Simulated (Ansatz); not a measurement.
# GeH₃S (doublet): the correlation ladder at distance Ge1–S2 = 1.739 Å, cc-pVDZ

How much of the correlation energy of GeH₃S (doublet) does each wave-function method recover here?

Method: cc-pVDZ, core rule «outside noble gas», up to 19 orbitals frozen; program: Ansatz 0.2.0, Gaussian basis.

To be run: UHF; CCSD(T) on ROHF; CCSD(T) on UHF; BCCD(T) on ROHF; CISD; CCSDT(Q) on ROHF; CCSDT(Q) on UHF; CASSCF and MRCISD+Q, 3 electrons in 3 orbitals; CASSCF and NEVPT2, 3 electrons in 3 orbitals.

17 further runs of the same task are left out: 2 for a mislabelled method, 11 that didn't finish, 4 set aside as unsound or not needed.

## Step 1: What is computed

The geometry derives from a PBE0/def2-TZVP stationary point (not a proven minimum). One bond is set to the value named and the two fragments are kept rigid. No spin-orbit coupling is included. The filled d shell of Ge may be among the frozen orbitals whatever the setting's name suggests; the logs give the count.

5 atoms, charge 0, spin multiplicity 2.

Atoms are counted from 1 here; the program's logs count them from 0.

Bond lengths: Ge1–S2 1.739 Å, Ge1–H3 1.550 Å, Ge1–H4 1.545 Å, S2–H5 1.343 Å. Angles: S2–Ge1–H3 109.5°, S2–Ge1–H4 104.7°, H3–Ge1–H4 110.8°, Ge1–S2–H5 94.4°.

## Step 2: UHF

in.yaml

```yaml
crystal:
  periodic: [false, false, false]
  atoms:
    - {symbol: Ge, position_ang: [0.031498, 0.011664, 0.525518]}
    - {symbol: S, position_ang: [-0.033187, -0.060851, -1.210765]}
    - {symbol: H, position_ang: [-0.849263, 1.184561, 1.026862]}
    - {symbol: H, position_ang: [-0.541913, -1.344402, 0.995427]}
    - {symbol: H, position_ang: [0.176937, 1.255041, -1.377874]}
basis:
  gaussian: {orbitals: cc-pVDZ}
magnetization: {spin_polarized: true, initial_magnetization: 1}
hamiltonian: {xc: hf}
output: {orbitals: {seedname: orbitals}}
```

Run with:

```console
$ ansatz run in.yaml --threads 1 --pin off --events-out ev --progress --plain --max-ram 2393MiB
```

After this run come: CCSD(T) on ROHF; CCSD(T) on UHF; BCCD(T) on ROHF; CISD; CCSDT(Q) on ROHF; CCSDT(Q) on UHF; CASSCF and MRCISD+Q, 3 electrons in 3 orbitals; CASSCF and NEVPT2, 3 electrons in 3 orbitals.

Before running them: what should the planned runs give, taken together? Wanted: UCCSDT(Q) below the RHF energy; RMP2 from UCCSDT(Q); UMP2 from UCCSDT(Q); RCCSD from UCCSDT(Q); RCCSD(T) from UCCSDT(Q); UCCSD(T) from UCCSDT(Q); RCCSDT(Q) from UCCSDT(Q); NEVPT2 pair from UCCSDT(Q); MRCISD+Q pair from UCCSDT(Q).

**Answer**, as computed:

| quantity | value |
| --- | --- |
| UCCSDT(Q) below the RHF energy | -7.1364 eV |
| RMP2 from UCCSDT(Q) | +1122.1 meV |
| UMP2 from UCCSDT(Q) | +1120.3 meV |
| RCCSD from UCCSDT(Q) | +209.9 meV |
| RCCSD(T) from UCCSDT(Q) | +36.0 meV |
| UCCSD(T) from UCCSDT(Q) | +33.4 meV |
| RCCSDT(Q) from UCCSDT(Q) | +2.8 meV |
| NEVPT2 pair from UCCSDT(Q) | +1172.8 meV |
| MRCISD+Q pair from UCCSDT(Q) | +74.8 meV |
| levels within 1 kcal/mol (43 meV) | RCCSD(T), UCCSD(T), BCCD(T), RCCSDT, UCCSDT, RCCSDT(Q) |
| T1 diagnostic | 0.016 |

What this shows: RCCSD(T) misses by +36.0 meV, 0.5 % of the correlation energy. Of the multireference levels listed MRCISD+Q pair comes nearest in total energy (+74.8 meV), which doesn't show that its space is the better one. These misses are within one basis, not against nature; the frozen cores of restricted and unrestricted runs differ, which can shift their rows.
